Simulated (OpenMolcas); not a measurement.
**Os³⁺ among point charges: CASSCF levels and susceptibility**

How does a field of 5 point charges split the states of Os³⁺, and what χT follows?

Method: state-averaged CASSCF, spin-orbit coupling by RASSI with atomic mean-field integrals. Code: OpenMolcas 26.06.

1 further run of the same task is left out (it didn't finish).

## Step 1: The system

* Species: Os³⁺ (osmium, Z = 76, 73 electrons)
* Basis: ANO-RCC-VDZP [7s6p4d2f1g], 68 functions
* Scalar Hamiltonian: DKH2, point nucleus
* Inactive shells: 1s 2s 2p 3s 3p 3d 4s 4p 4d 4f 5s 5p
* Active space: 5 electrons in 5 orbitals (5d)
* Some configurations of this space: 5d⁵
* Orbitals: optimised for each spin and parity, averaged over all roots

The outer shells:

5d5
```
5d [↑ ][↑ ][↑ ][↑ ][↑ ]
```

The ion sits among 5 point charges of -2 e arranged as a trigonal bipyramid (D3h), 1.92 Å from the ion, with the axial distance 1.766 Å. The active orbitals were held to one l.

Each step is its own input file, run in one work folder so that later steps find the files of earlier ones. Labels, J, g values, rates, χT and fits are worked out afterwards by a script from the matrices that RASSI stores.

## Step 2: GATEWAY and SEWARD: basis and integrals

Contents of a.inp:

```
&GATEWAY
Coord
1

Os 0.0 0.0 0.0
Basis=ANO-RCC-VDZP
Group=NoSym
NoMove
AngMom=0.0 0.0 0.0
AMFI
XField
5 Angstrom 0
1.920000 0.000000 0.000000 -2.000000
-0.960000 1.662769 0.000000 -2.000000
-0.960000 -1.662769 0.000000 -2.000000
0.000000 0.000000 1.766400 -2.000000
0.000000 0.000000 -1.766400 -2.000000
&SEWARD
```

Launch:

```
$ OMP_NUM_THREADS=1 MOLCAS_MEM=1689 MOLCAS_PROJECT=a pymolcas a.inp > a.log
```

## Step 3: CASSCF: sextets, 1 root

Contents of a.inp:

```
&RASSCF
FileOrb=start.orb
Symmetry=1
Spin=6
nActEl=5 0 0
Inactive=34
Ras2=5
CIRoot=1 1 1
SDav=1
CIMx=300
Iter=120 100
PrWF=0.3
OrbListing=Nothing
MaxOrb=0
SupSym
1
20 10 11 12 13 14 19 20 21 22 23 35 36 37 38 39 48 49 50 51 52
>>> COPY $Project.JobIph JOB001
```

start.orb holds the contracted functions of the basis, ordered by shell, or the orbitals of the step before.

## Step 4: CASSCF: quartets, 24 roots

Contents of a.inp:

```
&RASSCF
FileOrb=start.orb
Symmetry=1
Spin=4
nActEl=5 0 0
Inactive=34
Ras2=5
CIRoot=24 24 1
SDav=24
CIMx=300
Iter=120 100
PrWF=0.3
OrbListing=Nothing
MaxOrb=0
SupSym
1
20 10 11 12 13 14 19 20 21 22 23 35 36 37 38 39 48 49 50 51 52
>>> COPY $Project.JobIph JOB002
```

## Step 5: Reference wave functions, doublets, 75 roots

Contents of a.inp:

```
&RASSCF
FileOrb=start.orb
Symmetry=1
Spin=2
nActEl=5 0 0
Inactive=34
Ras2=5
CIRoot=75 75 1
SDav=75
CIMx=300
Iter=120 100
PrWF=0.3
OrbListing=Nothing
MaxOrb=0
SupSym
1
20 10 11 12 13 14 19 20 21 22 23 35 36 37 38 39 48 49 50 51 52
>>> COPY $Project.JobIph JOB003
```

## Step 6: RASSI: spin-orbit coupling between the states

Contents of a.inp:

```
&RASSI
NrOfJobIphs=3 1 24 75
1
1 2 3 4 5 6 7 8 9 10 11 12 13 14 15 16 17 18 19 20 21 22 23 24
1 2 3 4 5 6 7 8 9 10 11 12 13 14 15 16 17 18 19 20 21 22 23 24 25 26 27
28 29 30 31 32 33 34 35 36 37 38 39 40 41 42 43 44 45 46 47 48 49 50 51
52 53 54 55 56 57 58 59 60 61 62 63 64 65 66 67 68 69 70 71 72 73 74 75
IphNames
JOB001
JOB002
JOB003
EJob
SpinOrbit
DIPRint=1.0
SOCoupling=1000.0
Subsets=2
Property=9
'ANGMOM' 1 'ANGMOM' 2 'ANGMOM' 3 'MLTPL  1' 1 'MLTPL  1' 2 'MLTPL  1' 3
'AMFI' 1 'AMFI' 2 'AMFI' 3
SOProperty=3
'ANGMOM' 1 'ANGMOM' 2 'ANGMOM' 3
```

What does the calculation give? Wanted: spin-free ground state; lowest level; next level.

As calculated:

| quantity | value |
| --- | --- |
| method | CASSCF |
| spin-free ground state | 6A1, 1-fold in its orbital part |
| lowest level | 2-fold E1/2, g = 0.00, 0.00, 8.96 |
| next level | 594.2 cm⁻¹ |
| χT at 300 K | 3.11 cm³ K/mol |
| effective moment at 300 K | 4.99 μB |

The spin-free ground state (6A1) comes to 100 % from free-ion S terms and keeps the highest spin of the shell. χT at 300 K is 3.11, against 4.39 cm³ K/mol for the spin alone, so spin-orbit coupling lowers it. An active space of the d shell alone favours high spin; real ions in strong fields can be low spin. The field of point charges can differ much from that of real complexes. With metal d orbitals alone active, the gaps between spin states are rough; where two lie within a few thousand cm-1, their order is open. Point charges carry no covalency, so the field is a model and not that of real ligands.
